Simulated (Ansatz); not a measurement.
# Cl₂FH₂Si₂ radical: small, medium and large basis sets

The task here is to estimate one member of a computed series from the others.

The runs use Ansatz 0.2.0, Gaussian basis; one geometry, several basis sets.

Plan: PBE0-D4/def2-SVP; ωB97M-V/def2-SVP; PBE0-D4/def2-QZVPP; ωB97M-V/def2-QZVPP; the functionals' def2-TZVPP values are taken from earlier runs.

### The relaxed structure

An earlier PBE0-D4 in a triple-zeta def2 set relaxation fixed the geometry.

SMILES `F[Si]([SiH2])(Cl)Cl`, 7 atoms, charge 0, spin multiplicity 2.

Atoms are counted from 1 here; the program's logs count them from 0.

Bond lengths: F1–Si2 1.589 Å, Si2–Si3 2.312 Å, Si2–Cl4 2.037 Å, Si2–Cl5 2.037 Å, Si3–H6 1.485 Å, Si3–H7 1.485 Å. Angles: F1–Si2–Si3 114.2°, F1–Si2–Cl4 106.7°, F1–Si2–Cl5 106.7°, Si3–Si2–Cl4 109.8°, Si3–Si2–Cl5 109.8°, Cl4–Si2–Cl5 109.6°, Si2–Si3–H6 113.4°, Si2–Si3–H7 113.4°, H6–Si3–H7 112.3°.

The first run:

The input, in.yaml:

```yaml
crystal:
  periodic: [false, false, false]
  atoms:
    - {symbol: F, position_ang: [-1.731253, -0.809178, 0.671683]}
    - {symbol: Si, position_ang: [-0.811610, 0.040886, -0.306439]}
    - {symbol: Si, position_ang: [1.425662, 0.062525, 0.277765]}
    - {symbol: Cl, position_ang: [-1.032992, -0.765175, -2.163703]}
    - {symbol: Cl, position_ang: [-1.546448, 1.940375, -0.295542]}
    - {symbol: H, position_ang: [1.688966, 0.736012, 1.574924]}
    - {symbol: H, position_ang: [2.068874, -1.273546, 0.195613]}
basis:
  gaussian: {orbitals: def2-SVP}
magnetization: {spin_polarized: true, initial_magnetization: 1}
hamiltonian: {xc: pbe0, dispersion: d4}
output: {orbitals: {seedname: orbitals}}
```

Launch:

```sh
> ansatz run in.yaml --threads 4 --pin off --events-out ev --progress --plain --max-ram 10444MiB
```

Steps of the session up to this table: PBE0-D4 in def2-SVP; ωB97M-V in def2-SVP; PBE0-D4 in def2-QZVPP; ωB97M-V in def2-QZVPP.

One table of the session follows, with a row left open; its other results are not shown here.

It belongs to the step «Functionals by basis». 

```
functional       basis  HOMO (eV)  LUMO (eV)
   PBE0-D4    def2-SVP      -6.90      -3.28
   PBE0-D4  def2-TZVPP      -6.91      -3.29
   PBE0-D4  def2-QZVPP      -6.92      -3.31
   ωB97M-V    def2-SVP      -8.60      -1.57
   ωB97M-V  def2-TZVPP      -8.63      -1.65
   ωB97M-V  def2-QZVPP          ?          ?
```

Q: Estimate the row for ωB97M-V, def2-QZVPP from the others.

The run gave: HOMO (eV): -8.66; LUMO (eV): -1.71. In the column «HOMO (eV)» it is the lowest.
